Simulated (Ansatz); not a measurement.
# C2H6BN: a ladder of functionals and wavefunction methods

One table from this session's results is given with a row withheld; the runs are named, their logs left out.

The runs use Ansatz 0.2.0, Gaussian basis; functionals in def2-TZVPP, the program's frozen cores in correlated methods.

The runs, in order: LDA (SPW92), PBE-D4, revPBE-D4, BLYP-D4, r2SCAN-D4, B97M-V, PBE0-D4, B3LYP-D4, r2SCANh-D4, r2SCAN0-D4, HSE06-D4, BHLYP-D4, CAM-B3LYP-D4, LC-ωPBE, ωB97X-V, ωB97M-V, B2PLYP, PBE-QIDH; CCSD(T)/def2-SVP; CCSD(T)/def2-TZVPP; MP2/def2-QZVPP; extrapolation to the limit; RPA on PBE.

### Structure used throughout

The geometry comes from an earlier relaxation with PBE0-D4 in a triple-zeta def2 set; it is a stationary point, not always the lowest conformer.

SMILES `BCN=C`, 10 atoms, charge 0, spin multiplicity 1.

Atoms are counted from 1 here; the program's logs count them from 0.

Bond lengths: B1–C2 1.553 Å, B1–H5 1.197 Å, B1–H6 1.194 Å, C2–N3 1.437 Å, C2–H7 1.105 Å, C2–H8 1.107 Å, N3–C4 1.258 Å, C4–H9 1.089 Å, C4–H10 1.100 Å. Angles: C2–B1–H5 117.9°, C2–B1–H6 121.9°, H5–B1–H6 120.1°, B1–C2–N3 116.1°, B1–C2–H7 111.3°, B1–C2–H8 101.3°, N3–C2–H7 113.7°, N3–C2–H8 108.4°, H7–C2–H8 104.6°, C2–N3–C4 118.2°, N3–C4–H9 119.4°, N3–C4–H10 123.3°, H9–C4–H10 117.3°.

The first run:

The input, in.yaml:

```yaml
crystal:
  periodic: [false, false, false]
  atoms:
    - {symbol: B, position_ang: [-1.493611, 0.697037, -0.363482]}
    - {symbol: C, position_ang: [0.047632, 0.570852, -0.216390]}
    - {symbol: N, position_ang: [0.513667, -0.213456, 0.894224]}
    - {symbol: C, position_ang: [1.225195, -1.222039, 0.653596]}
    - {symbol: H, position_ang: [-1.920991, 1.252112, -1.334176]}
    - {symbol: H, position_ang: [-2.242939, 0.297156, 0.475511]}
    - {symbol: H, position_ang: [0.521381, 0.303779, -1.178384]}
    - {symbol: H, position_ang: [0.336535, 1.626013, -0.045903]}
    - {symbol: H, position_ang: [1.571358, -1.841839, 1.479686]}
    - {symbol: H, position_ang: [1.524772, -1.520715, -0.361683]}
basis:
  gaussian: {orbitals: def2-TZVPP}
hamiltonian: {xc: lda}
output: {orbitals: {seedname: orbitals}}
```

Command:

```bash
$ ansatz run in.yaml --threads 2 --pin off --events-out ev --progress --plain --max-ram 4352MiB
```

Among the steps run: LDA; PBE-D4 (GGA); revPBE-D4 (GGA); BLYP-D4 (GGA); r2SCAN-D4 (meta-GGA); B97M-V (meta-GGA); PBE0-D4 (hybrid); B3LYP-D4 (hybrid); r2SCANh-D4 (hybrid); r2SCAN0-D4 (hybrid); HSE06-D4 (hybrid); BHLYP-D4 (hybrid); CAM-B3LYP-D4 (range-separated); LC-ωPBE (range-separated); ωB97X-V (range-separated); ωB97M-V (range-separated); B2PLYP (double hybrid); PBE-QIDH (double hybrid).

One table of the session follows, with a row left open; its other results are not shown here.

It belongs to the step «Orbital energies across the functionals». 

```
  functional  HOMO (eV)  gap (eV)
 LDA (SPW92)      -6.02      3.23
      PBE-D4      -5.93      3.44
   revPBE-D4          ?         ?
     BLYP-D4      -5.84      3.49
   r2SCAN-D4      -6.22      4.16
      B97M-V      -6.45      4.27
     PBE0-D4      -7.39      5.97
    B3LYP-D4      -7.17      5.50
  r2SCANh-D4      -6.77      5.07
  r2SCAN0-D4      -7.60      6.43
    HSE06-D4      -6.99      5.18
    BHLYP-D4      -8.82      8.46
CAM-B3LYP-D4      -8.83      8.50
     LC-ωPBE     -10.15     11.08
     ωB97X-V      -9.85     10.65
     ωB97M-V      -9.78     10.29
```

**Question.** Estimate the row for revPBE-D4.

The run gave: HOMO (eV): -5.89; gap (eV): 3.51. In the column «HOMO (eV)» it lies between PBE-D4 (-5.93) and BLYP-D4 (-5.84).
